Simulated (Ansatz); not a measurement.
This script makes a scan of the Hubbard U of MnF₂, space group P4_2/mnm with the Ansatz DFT code, driven from Python.

The script, `plus_u.py`:
```python
# -*- coding: utf-8 -*-
'''DFT+U scan for MnF2.'''

from dataclasses import dataclass
import warnings

import ansatz as az
import numpy as np
import pandas as pd


@dataclass(frozen=True)
class RunConfig:
    functional: str = 'pbe'
    k_density: float = 3.1
    smearing_width: float = 0.15


settings = RunConfig()


def count_gap(report):
    # lowest empty less highest filled band, counting bands; zero where they overlap
    return max(report.get('gap_by_band_count_ev') or 0.0, 0.0)

warnings.simplefilter('ignore', az.DeckWarning)

lattice = az.Lattice.of(
    [4.8738, 0.0, 0.0],
    [0.0, 4.8738, 0.0],
    [0.0, 0.0, 3.3107],
)
sites = [
    ('Mn', [0.0, 0.0, 0.0], 2.8),
    ('Mn', [0.5, 0.5, 0.5], -2.8),
    ('F', [0.3053, 0.3053, 0.0], 0.0),
    ('F', [0.1947, 0.8053, 0.5], 0.0),
    ('F', [0.6947, 0.6947, 0.0], 0.0),
    ('F', [0.8053, 0.1947, 0.5], 0.0),
]
structure = az.Crystal(lattice=lattice)
for symbol, position, moment in sites:
    structure = structure.atom(symbol, position, moment=moment or None)

model = (
    structure.calculation()
    .functional(settings.functional)
    .kpoints(density=settings.k_density)
    .occupations(az.OccupationsMethod.FERMI_DIRAC, width=settings.smearing_width)
    .spin('collinear')
    .band_table()
)
rows = []
for u in [1.0, 3.0, 5.0, 7.0]:
    data = model.hubbard('Mn', 'd', u_eff=u).run().report
    shell = data['hubbard']['n_scf']
    rows.append((u, count_gap(data), sum(shell) / len(shell), max(abs(m) for m in data['site_moments_mub']), data['n_iterations']))
print(pd.DataFrame(rows, columns=['U_eff eV', 'gap by band count eV', 'Mn d occupation (projector)', 'largest moment muB', 'iterations']).round(4).to_string(index=False))
print('eigenvalues of the first occupation matrix at the last U, by spin:')
for channel in data['hubbard']['n_eig'][0]:
    print('  ', ' '.join(f'{n:.3f}' for n in channel))
```

What does raising U do here?

From U = 1 to 7 eV the largest site moment goes from 4.17 to 4.26 μB.

The run itself:

```console
$ python plus_u.py
 U_eff eV  gap by band count eV  Mn d occupation (projector)  largest moment muB  iterations
      1.0                2.5896                       5.2395              4.1742          13
      3.0                3.3305                       5.2056              4.2117          13
      5.0                3.9344                       5.1773              4.2376          12
      7.0                4.4013                       5.1537              4.2568          12
eigenvalues of the first occupation matrix at the last U, by spin:
   0.996 0.997 0.999 0.999 0.999
   0.015 0.016 0.019 0.055 0.060
```

Caveats:
- Other magnetic orders than the one started from may lie lower.
- Semilocal gaps usually lie well under measured ones.
- An opening on this mesh may only mean that it misses a point where bands touch.
- The starting cell is as deposited in a crystallographic database; the results hold for this polymorph, which needn't be the stable one.
- Gaps and levels are Kohn-Sham values on a finite set of k-points.
- Shell occupations and the effect of U depend on the projectors; a run with no .spin step is spin-unpolarised, and each U may end in a state that isn't the lowest.
- Run time: 63 s on 1 thread of Arm Neoverse V2, with other jobs on the host, peak memory 0.58 GiB.

(A comment or docstring line of the script was reworded after the run, the code is as it ran; lines on the test bed's own set-up are left out of the output.)
